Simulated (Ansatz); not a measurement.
**GeH4N: ladder of methods at one geometry**

Wanted for GeH4N: a ladder of methods at one geometry. SMILES: [NH][GeH3].

Computed with the Python package of Ansatz 0.2.0. The levels of theory stand in the script.

**1. Starting point**

Bond lengths: N1–Ge2 1.924 Å, N1–H3 0.985 Å, Ge2–H4 1.492 Å, Ge2–H5 1.561 Å, Ge2–H6 1.560 Å. Angles: N1–Ge2–H4 110.1°, N1–Ge2–H5 108.4°, N1–Ge2–H6 110.3°, H4–Ge2–H5 107.3°, H4–Ge2–H6 111.3°, H5–Ge2–H6 109.4°, Ge2–N1–H3 103.4°.

The script holds or builds the structure itself.

**2. Script**

The input, methods.py:

```python
"""GeH4N at several levels of theory."""

import ansatz as az

GEOMETRY = """
N     0.47640   -1.35580    0.49980
Ge   -0.27460    0.24570   -0.25810
H     1.15690   -1.01500    1.12520
H    -1.33900   -0.10470   -1.24340
H     0.85000    0.99490   -1.03860
H    -0.82770    1.17090    0.86890
"""

mol = az.Crystal.molecule()
for line in GEOMETRY.strip().splitlines():
    symbol, *xyz = line.split()
    mol = mol.atom(symbol, [float(v) for v in xyz])

base = (
    mol.calculation()
    .basis(gaussian="def2-SVP")
    .spin("collinear", total=1)
)

methods = ["mp2", "ccsd", "ccsd_t"]
reports = [base.correlation(m).run(threads=1).report for m in methods]
print(f"Hartree-Fock reference {reports[0]['reference_energy_ev'] / 27.211386246:.6f} Ha")
best = reports[-1]["free_energy_ev"] - reports[-1]["reference_energy_ev"]
for method, each in zip(methods, reports):
    gained = each["free_energy_ev"] - each["reference_energy_ev"]
    print(f"{method:8s} total {each['free_energy_ev'] / 27.211386246:.6f} Ha  correlation {gained:9.4f} eV  ({100 * gained / best:.1f} % of the last)")
```

**3. The calls as engine input**

The package turns the script's settings into the engine's input (first run):

```yaml
crystal:
  periodic: [false, false, false]
  atoms:
    - { symbol: "N", position_ang: [0.4764, -1.3558, 0.4998] }
    - { symbol: Ge, position_ang: [-0.2746, 0.2457, -0.2581] }
    - { symbol: H, position_ang: [1.1569, -1.015, 1.1252] }
    - { symbol: H, position_ang: [-1.339, -0.1047, -1.2434] }
    - { symbol: H, position_ang: [0.85, 0.9949, -1.0386] }
    - { symbol: H, position_ang: [-0.8277, 1.1709, 0.8689] }
basis:
  gaussian:
    orbitals: def2-SVP
magnetization:
  spin_polarized: true
  initial_magnetization: 1.0
correlation:
  method: mp2
```

**4. Launch**

Launch:

```bash
$ python methods.py
```

The log of the run:

```text
Hartree-Fock reference -2131.778519 Ha
mp2      total -2132.150405 Ha  correlation  -10.1195 eV  (91.0 % of the last)
ccsd     total -2132.176903 Ha  correlation  -10.8406 eV  (97.5 % of the last)
ccsd_t   total -2132.187066 Ha  correlation  -11.1171 eV  (100.0 % of the last)
```

Wall time 22 s (1 thread of Arm Neoverse V1, shared host); peak memory 0.33 GiB.

**5. Inputs of later runs**

The engine's inputs for the other runs:

Run 2, against run 1:

```diff
@@ -17 +17 @@
-  method: mp2
+  method: ccsd
```

Run 3, against run 1:

```diff
@@ -17 +17 @@
-  method: mp2
+  method: ccsd_t
```

Lines on the test bed's own set-up are left out of the output.

**6. What each run gave**

One row for each of the 3 runs:

```csv
run,method,energy (eV),<S²>,iterations in all,CPU time (s)
1,mp2,-58018.7682,0.76,25,1.6
2,ccsd,-58019.4892,0.76,74,8.9
3,ccsd_t,-58019.7658,0.76,74,11
```

Correlation energies (total less mean field):

```
method  correlation (eV)  share of the last  miss against the last (eV)  CPU time (s)
   mp2           -10.120             91.0 %                      +0.998           1.6
  ccsd           -10.841             97.5 %                      +0.277           8.9
ccsd_t           -11.117            100.0 %                      +0.000            11
```

**7. Summary of results**

```
                    quantity       value
               runs compared           3
correlation energy, last run  -11.117 eV
```

**Reading.** mp2 catches 91 % of the correlation energy of ccsd_t. The dearest, run 3 (ccsd_t), took some 7.3 times as long as run 1 (mp2). Notes:
- The geometry is a force-field or estimated start, not a minimum of this method, and the basis set is short of its limit. A lower total doesn't mark the better method: functionals have no common bound, and MP2 and coupled cluster aren't variational.
- The species is open-shell (spin multiplicity 2).
- Inner cores stay frozen; a filled d shell under the valence of the heavier atoms is correlated with it.
